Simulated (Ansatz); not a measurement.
# C3H7FSi: the cost of one run

Program: Ansatz 0.2.0, driven from Python. Level of theory: B3LYP/def2-SVP. These are calculated values, not measurements.

**1. Starting point**

Bond lengths: F1–C2 1.303 Å, C2–C3 1.487 Å, C3–C4 1.323 Å, C4–Si5 1.822 Å, C2–H6 1.108 Å, C2–H7 1.079 Å, C3–H8 1.129 Å, C4–H9 1.106 Å, Si5–H10 1.455 Å, Si5–H11 1.500 Å, Si5–H12 1.450 Å. Angles (14 of 18 angles, heavy atoms first): F1–C2–C3 109.4°, C2–C3–C4 128.0°, C3–C4–Si5 130.3°, F1–C2–H6 107.4°, F1–C2–H7 110.3°, C3–C2–H6 111.7°, C3–C2–H7 110.1°, C2–C3–H8 114.0°, C4–C3–H8 117.4°, C3–C4–H9 114.1°, Si5–C4–H9 114.7°, C4–Si5–H10 108.1°, C4–Si5–H11 107.3°, C4–Si5–H12 111.9°.

The script holds or builds the structure itself.

**2. The code**

c3h7fsi_opt.py reads:

```python
"""Relax the C3H7FSi molecule."""

import argparse
import itertools

import ansatz
from ase.data import atomic_numbers, covalent_radii
import numpy as np
import pandas as pd

parser = argparse.ArgumentParser(description="Relax the C3H7FSi molecule.")
parser.add_argument("--basis", default="def2-SVP", help="basis")
parser.add_argument("--functional", required=True, help="exchange-correlation functional")
args = parser.parse_args()

GEOMETRY = """
F    -1.37320    2.08460    0.46430
C    -0.63740    1.46920    1.34550
C    -0.00060    0.28160    0.71630
C    -0.04820   -0.09240   -0.55220
Si    0.66280   -1.55250   -1.37780
H     0.11720    2.19360    1.71110
H    -1.23810    1.16420    2.18780
H     0.71510   -0.26860    1.39370
H    -0.76350    0.48490   -1.16760
H     1.49580   -1.09020   -2.47700
H     1.51210   -2.26580   -0.36730
H    -0.36510   -2.46380   -1.84270
"""


def main() -> None:
    geometry = ansatz.Crystal.molecule()
    for line in GEOMETRY.strip().splitlines():
        symbol, *xyz = line.split()
        geometry = geometry.atom(symbol, [float(v) for v in xyz])

    calculation = (
        geometry.calculation()
        .basis(gaussian=args.basis)
        .functional(args.functional)
    )
    symbols = [site.symbol for site in geometry.cartesian_sites]
    start = np.array([site.position_ang for site in geometry.cartesian_sites], dtype=float)
    def progress(event):
        if event["event"] == "relax_step":
            row = event["data"]
            print(f"step {row['step']:3d}  E = {row['lagrangian_ev']:.6f} eV  largest force component {row['allowed_force_max_ev_ang']:.4f} eV/A")


    summary = calculation.relax(force_tolerance=0.01).session().plan().execute(on_event=progress).report
    end = np.array(summary["positions_ang"])

    for key in ("converged", "free_energy_ev", "reference_energy_ev", "n_frozen", "n_occupied", "n_virtual"):
        print(f"{key:22s} {summary[key]}")

    # pairs closer than 1.2 times the sum of covalent radii, before or after
    radius = [covalent_radii[atomic_numbers[s]] for s in symbols]
    span = lambda where, i, j: np.linalg.norm(where[i] - where[j])
    bonded = [(i, j) for i, j in itertools.combinations(range(len(symbols)), 2) if min(span(start, i, j), span(end, i, j)) < 1.2 * (radius[i] + radius[j])]
    print("pair        before    after (A)")
    for i, j in bonded:
        print(f"{symbols[i]}{i}-{symbols[j]}{j}".ljust(10), f"{span(start, i, j):8.4f} {span(end, i, j):8.4f}")

    charges = summary["charge_distribution"]
    table = pd.DataFrame({"atom": symbols, "mulliken": charges["mulliken_charges_e"], "lowdin": charges["lowdin_charges_e"]})
    print(table.round(3).to_string())
    print("dipole (e A):", np.round(charges["dipole_moment_e_ang"], 4) + 0.0)
    with open("c3h7fsi_opt.xyz", "w") as handle:
        handle.write(f"{len(symbols)}\nrelaxed C3H7FSi\n")
        handle.writelines(f"{s:2s} {x:11.6f} {y:11.6f} {z:11.6f}\n" for s, (x, y, z) in zip(symbols, end))


if __name__ == "__main__":
    main()
```

**3. Launch**

On the command line:

```
python c3h7fsi_opt.py --functional b3lyp
```

What time and memory should one allow on 1 thread of Arm Neoverse V2, shared host?

About 50 s, with a peak of 0.35 GiB.
